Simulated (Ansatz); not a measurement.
# C2H5AlO (SMILES [CH3][Al]1[CH2][O]1): levels of theory compared

Aim: a comparison of 6 runs (BLYP/6-31G*, PBE/6-31G*, r2SCAN/6-31G*, wB97M-V/6-31G*, MP2/6-31G*, CCSD(T)/6-31G*) of C2H5AlO. 

The calculation is run with Ansatz 0.2.0.

82 further runs of the same task are left out: 82 set aside as unsound or not needed.

### Step 1. Starting point

The species is C2H5AlO (9 atoms), meant as a singlet with charge 0. As SMILES, `[CH3][Al]1[CH2][O]1`. The C1–H6 distance was set to 1.637 Å, away from the relaxed value. At this shape a bond of the SMILES string is far longer than usual.

Bond lengths: C1–Al2 1.934 Å, Al2–C3 1.883 Å, Al2–O4 1.707 Å, C3–O4 1.488 Å, C1–H5 1.093 Å, C1–H7 1.094 Å, C3–H8 1.091 Å, C3–H9 1.091 Å. Some angles: C1–Al2–C3 171.7°, C1–Al2–O4 139.6°, C3–Al2–O4 48.7°, Al2–C3–O4 59.5°, Al2–O4–C3 71.8°, Al2–C1–H5 110.3°, Al2–C1–H7 110.1°, Al2–C3–H8 123.8°, Al2–C3–H9 123.8°, O4–C3–H8 112.4°. A long bond or contact: C1–H6 1.637 Å.

### Step 2. The energy at BLYP/6-31G(d) (spherical functions) (run 1)

Contents of molecule.yaml:

```yaml
crystal:
  periodic: [false, false, false]
  atoms:
    - {symbol: C, position_ang: [-0.556249, 0.867297, -1.363502]}
    - {symbol: Al, position_ang: [0.165951, -0.529603, -0.237802]}
    - {symbol: C, position_ang: [0.793351, -1.733103, 1.067298]}
    - {symbol: O, position_ang: [0.903951, -2.062403, -0.379902]}
    - {symbol: H, position_ang: [0.154351, 1.122097, -2.154102]}
    - {symbol: H, position_ang: [-0.900200, 2.226000, -0.517500]}
    - {symbol: H, position_ang: [-1.476549, 0.523897, -1.844102]}
    - {symbol: H, position_ang: [0.153151, -2.433403, 1.605698]}
    - {symbol: H, position_ang: [1.767851, -1.650303, 1.550798]}
basis:
  gaussian:
    orbitals: 6-31G_st_-spherical.json
hamiltonian:
  xc: {name: BLYP}
accuracy: high
output: {orbitals: {seedname: orbitals}}
```

The basis set 6-31G* is read from a file made from the Basis Set Exchange's data (not shown).

Started as:

```
$ ansatz run molecule.yaml --threads 1 --pin off --max-ram 3480MiB --events-out events.jsonl --progress --plain --runs-dir runs
```

Standard output:

```text
Warning: RAYON_NUM_THREADS=1 ignored (pool sized by the plan → 1); use --threads N
Functional definition: BLYP
  name "BLYP"
  parameter beta = 0.0042
  parameter a = 0.04918
  parameter b = 0.132
  parameter c = 0.2533
  parameter d = 0.349
  exchange = b88_x(beta = beta)
  correlation = lyp_c(a = a, b = b, c = c, d = d)
1640 factors; integrals over basis functions are off by at most 8.5e-9 eV
mean field evaluation 1: about -10777.9749 eV, gradient 8.3e1 eV
mean field evaluation 2: about -10652.4264 eV, gradient 2.1e2 eV
mean field evaluation 4: about -10794.0960 eV, gradient 1.5e1 eV
mean field evaluation 8: about -10794.7761 eV, gradient 3.3e-1 eV
mean field evaluation 16: about -10794.7662 eV, gradient 4.9e-5 eV
mean field -10794.76624178 eV, -396.7003424301 hartree, gradient 2.1e-8 eV, S^2 0.000000; 0 other end points of the search recorded, 0 dependent functions left out
reference -10794.76629934 eV, -396.7003445455 hartree; 19, 19 occupied and 51, 51 virtual orbitals, 1640 factors
Total energy: -10794.76629934 eV, -396.7003445455 hartree
```

It took 5.1 s on 1 thread of Arm Neoverse V2, shared host; peak memory 0.19 GiB.

### Step 3. A single-point energy at PBE/6-31G(d) (spherical functions) (run 2)

Contents of job.yaml:

```yaml
crystal:
  periodic: [false, false, false]
  atoms:
    - symbol: C
      position_ang: [-0.556249, 0.867297, -1.363502]
    - symbol: Al
      position_ang: [0.165951, -0.529603, -0.237802]
    - symbol: C
      position_ang: [0.793351, -1.733103, 1.067298]
    - symbol: O
      position_ang: [0.903951, -2.062403, -0.379902]
    - symbol: H
      position_ang: [0.154351, 1.122097, -2.154102]
    - symbol: H
      position_ang: [-0.900200, 2.226000, -0.517500]
    - symbol: H
      position_ang: [-1.476549, 0.523897, -1.844102]
    - symbol: H
      position_ang: [0.153151, -2.433403, 1.605698]
    - symbol: H
      position_ang: [1.767851, -1.650303, 1.550798]
basis:
  gaussian:
    orbitals: 6-31G_st_-spherical.json
hamiltonian:
  xc: pbe
accuracy: high
output:
  orbitals: {seedname: orbitals}
```

The basis set 6-31G* is read from a file made from the Basis Set Exchange's data (not shown).

Started as:

```
$ ansatz run job.yaml --threads 1 --pin off --max-ram 3480MiB --events-out events.jsonl --progress --plain --runs-dir runs
```

Standard output:

```text
Warning: RAYON_NUM_THREADS=1 ignored (pool sized by the plan → 1); use --threads N
Functional definition: PBE
  name "PBE"
  parameter kappa = 0.804
  parameter beta = 0.06672455060314922
  exchange = pbe_x(kappa = kappa, mu = beta*pi^2/3)
  correlation = pbe_c(beta = beta)
1640 factors; integrals over basis functions are off by at most 8.5e-9 eV
mean field evaluation 1: about -10772.1639 eV, gradient 7.9e1 eV
mean field evaluation 2: about -10660.6981 eV, gradient 2.0e2 eV
mean field evaluation 4: about -10786.7817 eV, gradient 1.4e1 eV
mean field evaluation 8: about -10787.3602 eV, gradient 3.0e-1 eV
mean field evaluation 16: about -10787.3495 eV, gradient 5.2e-5 eV
mean field -10787.34950598 eV, -396.4277824168 hartree, gradient 4.1e-8 eV, S^2 0.000000; 0 other end points of the search recorded, 0 dependent functions left out
reference -10787.34951031 eV, -396.4277825759 hartree; 19, 19 occupied and 51, 51 virtual orbitals, 1640 factors
Total energy: -10787.34951031 eV, -396.4277825759 hartree
```

It took 5.1 s on 1 thread of Arm Neoverse V2, shared host; peak memory 0.19 GiB.

Runs 3 to 5 aren't shown in full; the table further down has their settings and results.

### Step 4. The energy at CCSD(T)/6-31G(d) (spherical functions) (run 6)

Changes to molecule.yaml since step 2:

```diff
@@ -13,7 +13,5 @@
 basis:
-  gaussian:
-    orbitals: 6-31G_st_-spherical.json
-hamiltonian:
-  xc: {name: BLYP}
+  gaussian: {orbitals: 6-31G_st_-spherical.json}
+scf: {omitted_lower_state_checks: [cluster_reference, increment]}
+correlation: {method: ccsd_t, frozen_orbitals: {Al: 5, C: 1, H: 0, O: 1}}
 accuracy: high
-output: {orbitals: {seedname: orbitals}}
```

The basis set 6-31G* is read from a file made from the Basis Set Exchange's data (not shown).

Started as:

```
$ ansatz run molecule.yaml --threads 1 --pin off --max-ram 3480MiB --events-out events.jsonl --progress --plain --runs-dir runs
```

Standard output:

```text
Warning: RAYON_NUM_THREADS=1 ignored (pool sized by the plan → 1); use --threads N
[... 12 lines left out ...]
8 core orbitals not correlated: weight in the atoms' cores, before any rotation towards them, 1.000 or more for the frozen orbitals, at most 0.000 for the correlated occupied ones
[... 28 lines left out ...]
Total energy: -10771.48019359 eV, -395.8445959428 hartree
Checks for a lower state left out: cluster_reference, increment
```

Run time: 9.9 s. Hardware: 1 thread of Arm Neoverse V2, shared host; peak memory 0.31 GiB.

### Step 5. Overview of the runs

```csv
run,level,frozen core orbitals,energy (Eh),HOMO energy (eV),LUMO energy (eV),HOMO–LUMO gap (eV),wall time
1,BLYP/6-31G* (spherical functions),–,-396.700345,-4.66,-1.77,2.89,5.1 s
2,PBE/6-31G* (spherical functions),–,-396.427783,-4.80,-1.86,2.94,5.1 s
3,r2SCAN/6-31G* (spherical functions),–,-396.636431,-5.04,-1.65,3.39,11 s
4,wB97M-V/6-31G* (spherical functions),–,-396.668427,-8.28,0.89,9.18,68 s
5,MP2/6-31G* (spherical functions),8,-395.789076,–,–,–,2 s
6,CCSD(T)/6-31G* (spherical functions),8,-395.844596,–,–,–,9.9 s
```

### Step 6. What came out

```
                                          quantity          value
                               run 6: total energy  -395.84460 Eh
run 6: correlation energy (8 core orbitals frozen)     -555.4 mEh
                             run 6: (T) correction     -17.02 mEh
                              run 6: T1 diagnostic          0.019
```

In words: Over runs 1, 2, 3, 4 the HOMO–LUMO gap runs from 2.89 eV (BLYP/6-31G*) to 9.18 eV (wB97M-V/6-31G*). Totals of different functionals can't be ranked against each other. All runs together took 1.7 min, the longest 68 s.
